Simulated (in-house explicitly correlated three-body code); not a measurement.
**Two electrons around a charge of +1.205: exact states and exact Kohn–Sham parts**

The task here is to estimate one member of a computed series from the others.

Program: in-house explicitly correlated three-body code version 1. Level of theory: two electrons, non-relativistic, variational in exponentially correlated functions. These are calculated values, not measurements, unless marked.

## The atom as given

| Quantity | Value |
| --- | --- |
| charge of the centre | +1.205 |
| mass of the centre | infinite |
| interactions | Coulomb |
| basis | 260 functions exp(−a r1 − b r2 − g r12) a state, exponent ranges optimised |
| units | hartree and bohr; relativity and QED are left out |

The first run:

Settings:

```ini
Z = 1.205
interaction_strength = 1.0
functions = 260
states_tried = 13
```

Command:

```bash
$ python run_hyl.py task.json out
```

One table of the session follows, with a row left open; its other results are not shown here.

```
state  binding (eV)  excitation (eV)  ⟨r12⟩ (bohr)
 1 ¹S       3.40599                0         2.985
 2 ³S      0.314289          3.09170         13.56
 2 ¹S      0.237956          3.16803         17.92
 2 ³P             ?                ?             ?
 2 ¹P      0.143567          3.26242         24.31
 3 ³S      0.103129          3.30286         40.69
 3 ¹S     0.0873848          3.31860         48.07
 4 ³P     0.0361338          3.36985         110.9
```

Estimate the missing values for 2 ³P.

As computed: binding (eV): 0.145694; excitation (eV): 3.26029; ⟨r12⟩ (bohr): 23.78. In the column «binding (eV)» it lies between 2 ¹P (0.143567) and 2 ¹S (0.237956).
